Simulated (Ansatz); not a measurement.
# CH₇AlBNSi: a ladder of functionals and wavefunction methods

Aim: compute CH₇AlBNSi with functionals from several rungs and with coupled cluster. The yardstick is the atomisation energy at the CCSD(T) limit.

Computed with Ansatz 0.2.0, Gaussian basis. Level: functionals in def2-TZVPP, the program's frozen cores in correlated methods.

The runs, in order: PBE-D4, r2SCAN-D4, PBE0-D4, B3LYP-D4, ωB97X-V, ωB97M-V, B2PLYP; CCSD(T)/def2-TZVPP; MP2/def2-QZVPP; extrapolation to the limit.

### 1 The geometry

An earlier PBE0-D4 in a triple-zeta def2 set relaxation fixed the geometry.

SMILES `B[SiH2][CH]1[NH][AlH]1`, 12 atoms, charge 0, spin multiplicity 1.

Atoms are counted from 1 here; the program's logs count them from 0.

Bond lengths: B1–Si2 2.002 Å, B1–H6 1.198 Å, B1–H7 1.198 Å, Si2–C3 1.878 Å, Si2–H8 1.498 Å, Si2–H9 1.493 Å, C3–N4 1.517 Å, C3–Al5 1.925 Å, C3–H10 1.094 Å, N4–Al5 1.719 Å, N4–H11 1.004 Å, Al5–H12 1.568 Å. Angles: Si2–B1–H6 121.2°, Si2–B1–H7 121.7°, H6–B1–H7 116.6°, B1–Si2–C3 106.5°, B1–Si2–H8 112.6°, B1–Si2–H9 113.2°, C3–Si2–H8 107.7°, C3–Si2–H9 109.4°, H8–Si2–H9 107.4°, Si2–C3–N4 117.5°, Si2–C3–Al5 118.7°, Si2–C3–H10 114.6°, N4–C3–Al5 58.5°, N4–C3–H10 114.9°, Al5–C3–H10 120.8°, C3–N4–Al5 72.7°, C3–N4–H11 121.0°, Al5–N4–H11 164.4° and more.

As a file:

```xyz
12
charge 0, multiplicity 1
B    -0.1733    1.5642    1.6798
Si   -0.7584    0.8811   -0.1090
C     0.6184   -0.2365   -0.7280
N     0.8271   -1.5549   -0.0081
Al    0.1479   -1.9150   -1.5457
H    -0.2283    0.8728    2.6571
H     0.3746    2.6224    1.8015
H    -2.0095    0.0608   -0.0309
H    -0.9985    1.9682   -1.1038
H     1.5378    0.2855   -1.0086
H     1.1013   -1.5783    0.9575
H    -0.3621   -3.0253   -2.5277
```

### 2 PBE-D4 (GGA)

File in.yaml:

```yaml
crystal:
  periodic: [false, false, false]
  atoms:
    - {symbol: B, position_ang: [-0.173305, 1.564219, 1.679789]}
    - {symbol: Si, position_ang: [-0.758417, 0.881059, -0.108978]}
    - {symbol: C, position_ang: [0.618391, -0.236539, -0.728044]}
    - {symbol: N, position_ang: [0.827076, -1.554916, -0.008148]}
    - {symbol: Al, position_ang: [0.147946, -1.914968, -1.545668]}
    - {symbol: H, position_ang: [-0.228255, 0.872757, 2.657062]}
    - {symbol: H, position_ang: [0.374613, 2.622384, 1.801480]}
    - {symbol: H, position_ang: [-2.009531, 0.060793, -0.030866]}
    - {symbol: H, position_ang: [-0.998547, 1.968189, -1.103795]}
    - {symbol: H, position_ang: [1.537782, 0.285534, -1.008577]}
    - {symbol: H, position_ang: [1.101255, -1.578311, 0.957542]}
    - {symbol: H, position_ang: [-0.362110, -3.025302, -2.527697]}
basis:
  gaussian: {orbitals: def2-TZVPP}
hamiltonian: {xc: pbe, dispersion: d4}
output: {forces: true, orbitals: {seedname: orbitals}}
```

The run is started by

```console
ansatz run in.yaml --threads 4 --pin off --events-out ev --progress --plain --max-ram 10444MiB
```

Further steps of the session: r2SCAN-D4 (meta-GGA); PBE0-D4 (hybrid); B3LYP-D4 (hybrid); ωB97X-V (range-separated); ωB97M-V (range-separated); B2PLYP (double hybrid); CCSD(T) in def2-TZVPP; MP2 in def2-QZVPP.

Before running them: what should the planned runs give, taken together? Wanted: atomisation energy, CCSD(T)/CBS; farthest; mean size of error, hybrid; mean size of error, range-separated; gap, smallest and largest; T1 diagnostic; triples share of the correlation energy.

As calculated:

| quantity | value |
| --- | --- |
| atomisation energy, CCSD(T)/CBS | 912.7 kcal/mol |
| functionals within 4.6 kcal/mol (0.5 %) | PBE0-D4, B3LYP-D4 |
| farthest | PBE-D4 (+14.4 kcal/mol) |
| mean size of error, hybrid | 2.7 kcal/mol |
| mean size of error, range-separated | 7.1 kcal/mol |
| gap, smallest and largest | 2.15 eV (PBE-D4), 8.52 eV (ωB97X-V) |
| T1 diagnostic | 0.0153 |
| triples share of the correlation energy | 4.1 % |

In words: PBE-D4 misses by +14.4 kcal/mol. Double hybrids carry the basis error of their MP2 part in triple zeta, and no dispersion term here, so their miss is partly the set-up's. Misses under about 4.6 kcal/mol are within the doubt on the reference itself, which lacks core-valence correlation, relativity and higher excitations. Hartree-Fock recovers 72 % of the binding; the rest is correlation. The gap grows from 2.1 to 8.5 eV across the functionals, mostly with the share of exact exchange.
